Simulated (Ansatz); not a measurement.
# Sr2MgAl3: the cost of one run

Method: DFT PBE, scalar-relativistic, plane waves, PAW, in Ansatz 0.2.0.

## (1) Starting point

The structure is hexagonal, space group P6_3/mmc (No. 194). The conventional cell has a = 6.370 Å, b = 6.370 Å, c = 10.140 Å, α = 90.00°, β = 90.00°, γ = 120.00°. Sr (site symmetry 3m) is surrounded by 9 Al at 3.64 to 3.72 Å and 3 Mg at 3.73 Å and 4 Sr at 3.86 to 3.87 Å. Around Mg (site symmetry -3m) lie 6 Al at 3.13 Å. Al (site symmetry mm2) is surrounded by 2 Mg at 3.13 Å and 4 Al at 3.18 to 3.19 Å and 6 Sr at 3.64 to 3.72 Å.

Coordinates:

```cif
data_structure
_symmetry_space_group_name_H-M 'P6_3/mmc'
_symmetry_Int_Tables_number 194
_cell_length_a 6.3699
_cell_length_b 6.3699
_cell_length_c 10.1400
_cell_angle_alpha 90.000
_cell_angle_beta 90.000
_cell_angle_gamma 120.000
_cell_volume 356.31
loop_
_atom_site_label
_atom_site_type_symbol
_atom_site_symmetry_multiplicity
_atom_site_Wyckoff_symbol
_atom_site_fract_x
_atom_site_fract_y
_atom_site_fract_z
_atom_site_occupancy
Sr1 Sr 4 f 0.33333 0.66667 0.05962 1
Mg1 Mg 2 a 0.00000 0.00000 0.00000 1
Al1 Al 6 h 0.83360 0.66720 0.25000 1
```

This is candidate A: structure reported for this formula (P6_3/mmc, No. 194).

(A quick probe on a coarse mesh, which set the mesh and smearing, is not shown.)

## (3) Rough relaxation on the coarse mesh (candidate A)

File input.yaml:

```yaml
crystal:
  lattice:
    - [6.36990207, 0.0, 0.0]
    - [-3.184951035, 5.5164970122, 0.0]
    - [0.0, 0.0, 10.14]
  atoms:
    - { symbol: Sr, position: [0.3333333333, 0.6666666667, 0.05962] }
    - { symbol: Sr, position: [0.6666666667, 0.3333333333, 0.55962] }
    - { symbol: Sr, position: [0.3333333333, 0.6666666667, 0.44038] }
    - { symbol: Sr, position: [0.6666666667, 0.3333333333, 0.94038] }
    - { symbol: Mg, position: [0.0, 0.0, 0.0] }
    - { symbol: Mg, position: [0.0, 0.0, 0.5] }
    - { symbol: Al, position: [0.8336, 0.6672, 0.25] }
    - { symbol: Al, position: [0.1664, 0.8336, 0.75] }
    - { symbol: Al, position: [0.3328, 0.1664, 0.25] }
    - { symbol: Al, position: [0.1664, 0.3328, 0.75] }
    - { symbol: Al, position: [0.8336, 0.1664, 0.25] }
    - { symbol: Al, position: [0.6672, 0.8336, 0.75] }
basis:
  ecutwfc: 420
kpoints:
  mp_grid: { grid: [3, 3, 2] }
hamiltonian:
  xc: pbe
scf:
  occupations: { method: gaussian, width: 0.1 }
  lower_state_search: "off"
output:
  forces: true
  stress: true
  eigenvalues: true
relax:
  adjacent_minimum: "off"
  f_tol: 0.04
  max_steps: 70
  cell: { stress_tol: 0.4 }
```

Launch:

```bash
$ ansatz run input.yaml --threads 1 --pin off --max-ram 2560MiB --backend cpu --events-out ev --progress --plain --runs-dir out
```

Q: Estimate wall time and peak memory on 1 thread of Arm Neoverse V2, shared host.

About 35 s, with a peak of 0.54 GiB.
